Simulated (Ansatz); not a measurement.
This script makes an all-electron equation of state of YAu, space group Pm-3m with the Python package of Ansatz (0.2.0).

`run_eos_lapw.py`:
```python
"""E(V) of YAu on LAPW."""

import ansatz as az
from ase.eos import EquationOfState
from ase.units import GPa
import numpy as np

vectors0 = np.array([
    [3.559, 0.0, 0.0],
    [0.0, 3.559, 0.0],
    [0.0, 0.0, 3.559],
])
sites = [
    ("Y", (0.5, 0.5, 0.5)),
    ("Au", (0.0, 0.0, 0.0)),
]


def build(cell):
    crystal = az.Crystal(lattice=az.Lattice.of(cell))
    for symbol, position in sites:
        crystal = crystal.atom(symbol, position)
    return crystal

volumes, energies = [], []
for scale in np.linspace(0.94, 1.06, 7):
    cell = vectors0 * scale ** (1 / 3)
    setup = (
        build(cell).calculation()
        .occupations(az.OccupationsMethod.GAUSSIAN, width=0.1)
        .functional("pbesol")
        .kpoints(8, 8, 8)
        .pseudopotentials("all_electron", lapw=True)
    )
    r = setup.run(threads=1).report
    volumes.append(abs(np.linalg.det(cell)) / len(sites))
    energies.append(r["free_energy_ev"] / len(sites))
    print(f"{scale:.3f} {volumes[-1]:9.4f} A^3/atom {energies[-1]:16.5f} eV/atom  (estimated basis error {1000 * r['lapw_basis_errors']['total_ev_per_atom']:.2f} meV/atom)")
v0, e0, bulk = EquationOfState(volumes, energies, eos="birchmurnaghan").fit()
print(f"V0 = {v0:.4f} A^3/atom, B0 = {bulk / GPa:.1f} GPa")
```

From its runs, with one value withheld:

| V (Å³/atom) | F less the lowest row shown (meV/atom) |
| --- | --- |
| 21.188 | 18.12 |
| 21.638 | 5.90 |
| 22.089 | 0.08 |
| 22.540 | 0.00 |
| 22.991 | 5.07 |
| 23.442 | 14.74 |
| 23.892 | ? |

What is the missing energy at 23.892 Å³ an atom?

A third-order Birch-Murnaghan fit, E = E0 + (9 V0 B0 / 16) [(t - 1)³ B' + (t - 1)² (6 - 4t)] with t = (V0/V)^(2/3), through the 6 rows shown gives V0 = 22.319 Å³, B0 = 95.4 GPa, B' = 4.37 and E0 = -0.64 meV. At V = 23.892 Å³, t = 0.95561, and the fit extrapolates to 28.57 meV. The run gave 28.56 meV, a miss of 0.01 meV.

Caveats:
- For a metal this k-point mesh is coarse: on a finer one energies can move by several to tens of meV an atom and pressures by half a GPa or more, differences at one mesh by less.
- Spin-orbit coupling, which matters for elements this heavy, is left out.
- The starting cell is as deposited in a crystallographic database; the results hold for this polymorph, which needn't be the stable one.
- Run time: 110 s on 1 thread of Arm Neoverse V2 (shared host), peak memory 0.43 GiB.
